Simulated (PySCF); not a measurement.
# RuO₂: triplet, from a end-on start

The task is one start of a wider search on RuO₂: the triplet, built as end-on. It is relaxed, tested by its Hessian and followed downhill if it is a saddle.

Computed with PySCF 2.14.0. Level: PBE, basis Ru def2-TZVP with ECP28, O def2-TZVP, scalar-relativistic core potentials, no spin–orbit coupling, density fitting.

### Step 1. Starting geometry

3 atoms, charge 0, spin multiplicity 3.

Bond lengths: Ru1–O2 1.936 Å, O2–O3 1.445 Å. Angles: Ru1–O2–O3 119.9°.

Coordinates in bohr (charge 0 multiplicity 3):
```
Ru    0.0000    0.0000    0.0000
O     0.0000    0.0000    3.6593
O     2.3674    0.0000    5.0199
```

### Step 2. Finding the electronic state

The steps below are one call of a driver around PySCF. For each, scf.py gives the equivalent set-up of the SCF; relaxations use the driver's own optimiser. After this first run the driver tries any further starts and a stability analysis.

Contents of scf.py:

```python
from pyscf import gto, scf, dft
mol = gto.M(atom='''
Ru     0.000000     0.000000     0.000000
O      0.000000     0.000000     1.936400
O      1.252800     0.000000     2.656400''',
    basis={'Ru': 'def2-TZVP', 'O': 'def2-TZVP'},
    ecp={'Ru': 'def2-TZVP'},
    charge=0, spin=2)
mf = dft.UKS(mol, xc='PBE')
mf.grids.atom_grid = (50, 194)
aux = {'Ru': 'def2-universal-JKFIT', 'O': 'def2-universal-JKFIT'}
mf = mf.density_fit(auxbasis=aux)
mf.conv_tol = 1e-08
mf.diis_space = 10
mf.max_cycle = 60
mf.init_guess = 'minao'
mf.verbose = 4
mf.kernel()
```

Command:

```bash
OMP_NUM_THREADS=2 python axn.py task.json out
```

Further steps of the session: End-on start, triplet: relaxation; Hessian and properties.

What does the calculation give? Wanted: minimum; geometry; wavenumbers; dipole moment; highest occupied, lowest empty level; polar-tensor charge of Ru1; zero-point energy; atomisation energy; ⟨S²⟩.

The runs gave:

```
                                          quantity                                     value
                                           minimum                               triplet, Cs
                                          geometry  O–O 1.291 Å, Ru–O 1.814 Å; O–O–Ru 121.1°
                                wavenumbers (cm⁻¹)             227 (a'), 562 (a'), 1139 (a')
                                     dipole moment                                    2.95 D
highest occupied, lowest empty level (either spin)                           -4.85, -4.45 eV
                        polar-tensor charge of Ru1                                   +0.31 e
                                 zero-point energy                               11.5 kJ/mol
                               entropy at 298.15 K                           286.0 J/(mol K)
         atomisation energy (no zero-point energy)                                756 kJ/mol
                                              ⟨S²⟩                                     2.279
```

**Reading.** The molecule stays Cs, as typed, and the end point is a minimum. The strongest infrared band lies at 1139 cm⁻¹ (a'). Most of the spin sits on Ru1 (Mulliken spin 2.45, against 2 for the whole molecule). Other starts or spin states, not run here, may lie lower. The determinant is spin-contaminated (⟨S²⟩ = 2.28, pure value 2.00). One determinant may miss the lowest occupation of an open d or f shell.
